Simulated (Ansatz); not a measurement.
Born–Oppenheimer molecular dynamics of a periodic cell of 18 atoms, In$_{4}$Sb$_{4}$H (surface InSb(110), adsorbate H2). It starts from a relaxed structure.

Method: DFT LDA, scalar-relativistic, plane waves, PAW (Ansatz). Settings: accuracy low, PAW set soft_1, cutoff 420 eV, k mesh 2x2x1, fermi-dirac smearing 0.05 eV, no spin polarisation.

```
ensemble        : NVT, Langevin thermostat
time step       : 0.5 fs
steps asked     : 300
set temperature : 700 K
friction        : 0.005 /fs
atoms held      : 1, 4, 6, 7
seed            : 455398
```

Frames 0.5 fs apart, positions in Å, forces in eV/Å.

Velocities at 5.0 fs (Å/ps):

```
In 0.00 0.00 0.00
Sb -2.38 2.88 -0.77
In 0.91 -0.78 -2.92
Sb 0.00 0.00 0.00
In -2.51 0.14 -1.43
Sb 0.00 0.00 0.00
In 0.00 0.00 0.00
Sb -0.32 -2.03 0.64
In 2.59 -1.84 -1.70
Sb -1.81 3.69 1.41
In -3.83 -2.23 0.44
Sb 0.42 -1.36 -3.32
In -3.37 0.84 3.70
Sb 2.52 -3.36 -0.51
In 0.51 1.33 1.75
Sb -0.97 1.15 3.94
H -42.47 4.12 10.42
H 17.61 -33.94 -12.50
```

```xyz
18
Lattice="9.1372 0.0000 0.0000 0.0000 6.4610 0.0000 0.0000 0.0000 19.8529" Properties=species:S:1:pos:R:3:forces:R:3 time_fs=5.0 energy_less_start_eV=0.021 T=675
In 0.000 0.000 1.000 0.00 -0.33 0.98
Sb 9.108 1.974 3.111 0.07 -0.14 0.02
In 6.834 3.562 3.439 -0.10 0.01 0.04
Sb 2.284 4.846 1.000 -0.01 0.36 -1.00
In 2.251 3.574 3.450 0.09 -0.05 -0.02
Sb 6.853 4.846 1.000 -0.01 0.37 -1.03
In 4.569 0.000 1.000 0.00 -0.35 0.98
Sb 4.546 1.945 3.126 -0.04 0.08 -0.03
In 4.563 0.433 5.514 -0.05 0.06 0.11
Sb 4.524 1.764 8.023 -0.03 -0.13 -0.08
In 2.235 3.133 7.316 0.05 0.05 -0.01
Sb 6.836 5.289 5.607 0.08 -0.03 0.08
In 6.802 3.150 7.348 0.12 0.06 -0.05
Sb 2.275 5.287 5.622 -0.10 0.13 0.03
In 9.117 0.461 5.524 0.05 -0.04 0.00
Sb 9.109 1.754 8.033 -0.13 -0.04 -0.03
H 7.026 1.490 10.650 -0.50 -0.22 -0.29
H 6.365 1.259 10.277 0.51 0.21 0.30
18
Lattice="9.1372 0.0000 0.0000 0.0000 6.4610 0.0000 0.0000 0.0000 19.8529" Properties=species:S:1:pos:R:3:forces:R:3 time_fs=5.5 energy_less_start_eV=0.018 T=657
In 0.000 0.000 1.000 0.00 -0.33 0.98
Sb 9.107 1.975 3.110 0.08 -0.15 0.02
In 6.834 3.562 3.438 -0.12 0.01 0.05
Sb 2.284 4.846 1.000 -0.01 0.36 -1.00
In 2.250 3.574 3.450 0.09 -0.05 -0.02
Sb 6.853 4.846 1.000 -0.01 0.37 -1.03
In 4.569 0.000 1.000 0.00 -0.35 0.98
Sb 4.546 1.944 3.126 -0.04 0.09 -0.04
In 4.565 0.432 5.514 -0.05 0.06 0.12
Sb 4.523 1.766 8.024 -0.04 -0.15 -0.08
In 2.233 3.132 7.316 0.06 0.06 -0.01
Sb 6.836 5.288 5.605 0.09 -0.04 0.09
In 6.800 3.150 7.350 0.13 0.06 -0.06
Sb 2.277 5.286 5.622 -0.10 0.14 0.03
In 9.117 0.462 5.525 0.06 -0.05 -0.01
Sb 9.108 1.754 8.035 -0.14 -0.04 -0.04
H 7.004 1.492 10.655 -0.16 -0.10 -0.10
H 6.375 1.242 10.271 0.16 0.10 0.12
18
Lattice="9.1372 0.0000 0.0000 0.0000 6.4610 0.0000 0.0000 0.0000 19.8529" Properties=species:S:1:pos:R:3:forces:R:3 time_fs=6.0 energy_less_start_eV=0.021 T=641
In 0.000 0.000 1.000 0.00 -0.33 0.98
Sb 9.105 1.976 3.110 0.09 -0.17 0.02
In 6.835 3.562 3.436 -0.13 0.01 0.05
Sb 2.284 4.846 1.000 -0.01 0.36 -1.00
In 2.249 3.574 3.449 0.10 -0.06 -0.02
Sb 6.853 4.846 1.000 -0.01 0.38 -1.04
In 4.569 0.000 1.000 0.00 -0.35 0.98
Sb 4.546 1.943 3.126 -0.05 0.10 -0.04
In 4.566 0.431 5.513 -0.06 0.06 0.13
Sb 4.522 1.768 8.024 -0.04 -0.16 -0.09
In 2.231 3.131 7.316 0.06 0.07 -0.02
Sb 6.837 5.287 5.604 0.10 -0.04 0.10
In 6.799 3.150 7.352 0.14 0.07 -0.06
Sb 2.278 5.284 5.622 -0.11 0.16 0.03
In 9.117 0.463 5.526 0.06 -0.05 -0.01
Sb 9.108 1.755 8.037 -0.15 -0.05 -0.04
H 6.983 1.492 10.661 0.18 0.04 0.12
H 6.386 1.226 10.265 -0.18 -0.04 -0.09
18
Lattice="9.1372 0.0000 0.0000 0.0000 6.4610 0.0000 0.0000 0.0000 19.8529" Properties=species:S:1:pos:R:3:forces:R:3 time_fs=6.5 energy_less_start_eV=0.029 T=621
In 0.000 0.000 1.000 0.00 -0.33 0.99
Sb 9.104 1.978 3.110 0.09 -0.18 0.03
In 6.835 3.562 3.435 -0.14 0.02 0.06
Sb 2.284 4.846 1.000 -0.01 0.36 -1.01
In 2.248 3.574 3.449 0.11 -0.06 -0.02
Sb 6.853 4.846 1.000 -0.01 0.38 -1.04
In 4.569 0.000 1.000 0.00 -0.35 0.98
Sb 4.546 1.942 3.127 -0.05 0.11 -0.04
In 4.567 0.431 5.512 -0.06 0.07 0.14
Sb 4.521 1.769 8.025 -0.05 -0.18 -0.10
In 2.229 3.129 7.316 0.07 0.07 -0.02
Sb 6.837 5.287 5.602 0.10 -0.04 0.11
In 6.797 3.151 7.354 0.15 0.08 -0.07
Sb 2.279 5.282 5.621 -0.12 0.17 0.04
In 9.117 0.464 5.526 0.06 -0.06 -0.01
Sb 9.107 1.755 8.039 -0.16 -0.05 -0.04
H 6.964 1.492 10.667 0.47 0.18 0.33
H 6.397 1.210 10.258 -0.46 -0.19 -0.30
18
Lattice="9.1372 0.0000 0.0000 0.0000 6.4610 0.0000 0.0000 0.0000 19.8529" Properties=species:S:1:pos:R:3:forces:R:3 time_fs=7.0 energy_less_start_eV=0.038 T=615
In 0.000 0.000 1.000 0.00 -0.32 0.99
Sb 9.103 1.979 3.109 0.10 -0.20 0.03
In 6.836 3.561 3.433 -0.15 0.02 0.06
Sb 2.284 4.846 1.000 -0.01 0.36 -1.01
In 2.247 3.574 3.448 0.11 -0.06 -0.02
Sb 6.853 4.846 1.000 -0.01 0.38 -1.05
In 4.569 0.000 1.000 0.00 -0.35 0.98
Sb 4.546 1.942 3.127 -0.05 0.11 -0.04
In 4.569 0.430 5.512 -0.07 0.07 0.15
Sb 4.521 1.771 8.026 -0.06 -0.19 -0.10
In 2.228 3.128 7.316 0.08 0.08 -0.02
Sb 6.837 5.286 5.600 0.11 -0.04 0.12
In 6.796 3.151 7.356 0.16 0.09 -0.08
Sb 2.280 5.281 5.621 -0.13 0.18 0.04
In 9.118 0.464 5.527 0.07 -0.06 -0.01
Sb 9.107 1.756 8.041 -0.17 -0.06 -0.05
H 6.946 1.492 10.673 0.62 0.29 0.48
H 6.408 1.194 10.251 -0.61 -0.30 -0.45
18
Lattice="9.1372 0.0000 0.0000 0.0000 6.4610 0.0000 0.0000 0.0000 19.8529" Properties=species:S:1:pos:R:3:forces:R:3 time_fs=7.5 energy_less_start_eV=0.043 T=619
In 0.000 0.000 1.000 0.00 -0.32 0.99
Sb 9.101 1.981 3.109 0.12 -0.22 0.03
In 6.836 3.561 3.432 -0.17 0.02 0.07
Sb 2.284 4.846 1.000 -0.01 0.36 -1.01
In 2.245 3.574 3.447 0.12 -0.06 -0.02
Sb 6.853 4.846 1.000 -0.01 0.39 -1.06
In 4.569 0.000 1.000 0.00 -0.35 0.98
Sb 4.545 1.941 3.127 -0.05 0.12 -0.05
In 4.570 0.429 5.511 -0.07 0.07 0.16
Sb 4.520 1.773 8.027 -0.06 -0.20 -0.11
In 2.226 3.127 7.316 0.08 0.08 -0.02
Sb 6.838 5.285 5.598 0.11 -0.05 0.13
In 6.794 3.151 7.357 0.17 0.10 -0.09
Sb 2.281 5.279 5.621 -0.13 0.19 0.04
In 9.118 0.465 5.528 0.07 -0.07 -0.01
Sb 9.107 1.756 8.043 -0.18 -0.06 -0.05
H 6.931 1.494 10.680 0.62 0.33 0.52
H 6.417 1.177 10.243 -0.61 -0.33 -0.48
18
Lattice="9.1372 0.0000 0.0000 0.0000 6.4610 0.0000 0.0000 0.0000 19.8529" Properties=species:S:1:pos:R:3:forces:R:3 time_fs=8.0 energy_less_start_eV=0.044 T=607
In 0.000 0.000 1.000 0.00 -0.32 0.99
Sb 9.100 1.982 3.109 0.13 -0.23 0.02
In 6.837 3.561 3.430 -0.18 0.02 0.08
Sb 2.284 4.846 1.000 -0.01 0.36 -1.01
In 2.244 3.574 3.447 0.12 -0.07 -0.02
Sb 6.853 4.846 1.000 -0.01 0.39 -1.07
In 4.569 0.000 1.000 0.00 -0.35 0.98
Sb 4.545 1.940 3.128 -0.06 0.13 -0.05
In 4.571 0.427 5.511 -0.08 0.08 0.17
Sb 4.519 1.774 8.027 -0.07 -0.22 -0.11
In 2.224 3.126 7.316 0.09 0.09 -0.02
Sb 6.838 5.284 5.597 0.12 -0.05 0.13
In 6.792 3.151 7.359 0.18 0.10 -0.10
Sb 2.282 5.278 5.621 -0.14 0.20 0.04
In 9.118 0.466 5.528 0.08 -0.07 -0.01
Sb 9.106 1.756 8.044 -0.19 -0.07 -0.05
H 6.918 1.496 10.688 0.48 0.27 0.43
H 6.426 1.159 10.233 -0.47 -0.28 -0.40
18
Lattice="9.1372 0.0000 0.0000 0.0000 6.4610 0.0000 0.0000 0.0000 19.8529" Properties=species:S:1:pos:R:3:forces:R:3 time_fs=8.5 energy_less_start_eV=0.043 T=585
In 0.000 0.000 1.000 0.00 -0.32 0.99
Sb 9.099 1.984 3.109 0.14 -0.25 0.02
In 6.837 3.561 3.428 -0.20 0.02 0.08
Sb 2.284 4.846 1.000 -0.01 0.37 -1.02
In 2.243 3.574 3.446 0.13 -0.07 -0.02
Sb 6.853 4.846 1.000 -0.01 0.39 -1.07
In 4.569 0.000 1.000 0.00 -0.35 0.98
Sb 4.545 1.939 3.128 -0.06 0.13 -0.05
In 4.572 0.426 5.510 -0.08 0.08 0.18
Sb 4.519 1.776 8.028 -0.07 -0.23 -0.12
In 2.222 3.126 7.316 0.09 0.09 -0.02
Sb 6.838 5.283 5.595 0.13 -0.05 0.14
In 6.790 3.152 7.361 0.19 0.11 -0.10
Sb 2.283 5.276 5.621 -0.15 0.22 0.04
In 9.118 0.467 5.529 0.08 -0.08 -0.01
Sb 9.106 1.756 8.046 -0.20 -0.07 -0.06
H 6.906 1.500 10.697 0.27 0.14 0.25
H 6.432 1.141 10.224 -0.26 -0.14 -0.22
18
Lattice="9.1372 0.0000 0.0000 0.0000 6.4610 0.0000 0.0000 0.0000 19.8529" Properties=species:S:1:pos:R:3:forces:R:3 time_fs=9.0 energy_less_start_eV=0.046 T=599
In 0.000 0.000 1.000 0.00 -0.32 0.99
Sb 9.098 1.986 3.109 0.14 -0.26 0.02
In 6.838 3.561 3.426 -0.21 0.02 0.09
Sb 2.284 4.846 1.000 -0.01 0.37 -1.02
In 2.241 3.574 3.445 0.14 -0.07 -0.02
Sb 6.853 4.846 1.000 -0.01 0.40 -1.08
In 4.569 0.000 1.000 0.00 -0.35 0.98
Sb 4.545 1.938 3.128 -0.06 0.14 -0.05
In 4.574 0.425 5.510 -0.09 0.08 0.19
Sb 4.518 1.778 8.028 -0.08 -0.25 -0.12
In 2.221 3.125 7.316 0.09 0.09 -0.02
Sb 6.838 5.282 5.594 0.14 -0.05 0.15
In 6.788 3.152 7.363 0.21 0.12 -0.11
Sb 2.284 5.275 5.620 -0.15 0.23 0.04
In 9.119 0.468 5.529 0.08 -0.08 -0.01
Sb 9.105 1.756 8.048 -0.20 -0.07 -0.06
H 6.894 1.503 10.706 0.03 -0.05 0.01
H 6.438 1.122 10.215 -0.02 0.04 0.03
18
Lattice="9.1372 0.0000 0.0000 0.0000 6.4610 0.0000 0.0000 0.0000 19.8529" Properties=species:S:1:pos:R:3:forces:R:3 time_fs=9.5 energy_less_start_eV=0.054 T=598
In 0.000 0.000 1.000 0.00 -0.31 0.99
Sb 9.096 1.987 3.108 0.15 -0.28 0.02
In 6.838 3.561 3.425 -0.23 0.02 0.10
Sb 2.284 4.846 1.000 -0.01 0.37 -1.02
In 2.240 3.574 3.444 0.15 -0.07 -0.02
Sb 6.853 4.846 1.000 -0.01 0.40 -1.09
In 4.569 0.000 1.000 0.00 -0.35 0.98
Sb 4.544 1.937 3.128 -0.06 0.15 -0.05
In 4.575 0.424 5.509 -0.10 0.09 0.20
Sb 4.517 1.780 8.029 -0.09 -0.26 -0.12
In 2.219 3.124 7.316 0.09 0.09 -0.02
Sb 6.838 5.282 5.593 0.15 -0.05 0.15
In 6.787 3.152 7.364 0.22 0.13 -0.12
Sb 2.285 5.273 5.620 -0.16 0.24 0.04
In 9.119 0.469 5.530 0.08 -0.09 -0.01
Sb 9.105 1.756 8.050 -0.21 -0.07 -0.06
H 6.884 1.506 10.714 -0.20 -0.26 -0.25
H 6.443 1.103 10.206 0.21 0.26 0.29
18
Lattice="9.1372 0.0000 0.0000 0.0000 6.4610 0.0000 0.0000 0.0000 19.8529" Properties=species:S:1:pos:R:3:forces:R:3 time_fs=10.0 energy_less_start_eV=0.066 T=586
In 0.000 0.000 1.000 0.00 -0.31 1.00
Sb 9.095 1.989 3.108 0.16 -0.29 0.02
In 6.839 3.561 3.422 -0.24 0.02 0.11
Sb 2.284 4.846 1.000 -0.01 0.37 -1.03
In 2.239 3.574 3.444 0.15 -0.07 -0.01
Sb 6.853 4.846 1.000 -0.01 0.41 -1.10
In 4.569 0.000 1.000 0.00 -0.35 0.98
Sb 4.543 1.936 3.128 -0.06 0.16 -0.06
In 4.576 0.423 5.508 -0.10 0.09 0.21
Sb 4.516 1.782 8.029 -0.09 -0.28 -0.12
In 2.218 3.124 7.316 0.09 0.09 -0.02
Sb 6.839 5.281 5.591 0.15 -0.06 0.16
In 6.785 3.152 7.366 0.23 0.14 -0.13
Sb 2.286 5.272 5.620 -0.16 0.25 0.04
In 9.119 0.470 5.530 0.08 -0.09 -0.01
Sb 9.104 1.756 8.052 -0.22 -0.07 -0.07
H 6.874 1.510 10.722 -0.38 -0.46 -0.49
H 6.450 1.085 10.197 0.39 0.46 0.53
18
Lattice="9.1372 0.0000 0.0000 0.0000 6.4610 0.0000 0.0000 0.0000 19.8529" Properties=species:S:1:pos:R:3:forces:R:3 time_fs=10.5 energy_less_start_eV=0.082 T=575
In 0.000 0.000 1.000 0.00 -0.31 1.00
Sb 9.094 1.990 3.108 0.17 -0.31 0.02
In 6.840 3.561 3.421 -0.26 0.02 0.12
Sb 2.284 4.846 1.000 -0.01 0.37 -1.03
In 2.238 3.574 3.443 0.16 -0.07 -0.01
Sb 6.853 4.846 1.000 -0.01 0.41 -1.11
In 4.569 0.000 1.000 0.00 -0.35 0.98
Sb 4.543 1.935 3.129 -0.05 0.16 -0.06
In 4.577 0.422 5.508 -0.11 0.09 0.22
Sb 4.515 1.783 8.030 -0.10 -0.29 -0.13
In 2.217 3.123 7.316 0.09 0.09 -0.02
Sb 6.839 5.280 5.590 0.16 -0.06 0.17
In 6.783 3.152 7.368 0.24 0.14 -0.13
Sb 2.287 5.270 5.620 -0.17 0.27 0.04
In 9.119 0.471 5.531 0.08 -0.10 -0.01
Sb 9.104 1.757 8.053 -0.22 -0.07 -0.07
H 6.864 1.514 10.728 -0.50 -0.63 -0.69
H 6.458 1.069 10.188 0.51 0.63 0.73
```

Of the whole run (150 fs, mean temperature of the second half 561 K): The mean temperature of the second half is 20 % below the set value. A run of 0.15 ps of so small a system gives no equilibrium averages. Limits of this set-up: thin slab, slab without dipole correction, no dispersion correction for a molecule that may bind weakly, PAW files made for another functional, low accuracy level.

Run time: 15 min on 4 threads of Intel(R) Xeon(R) 6975P-C (Granite Rapids), on a shared host, peak memory 3.1 GiB.
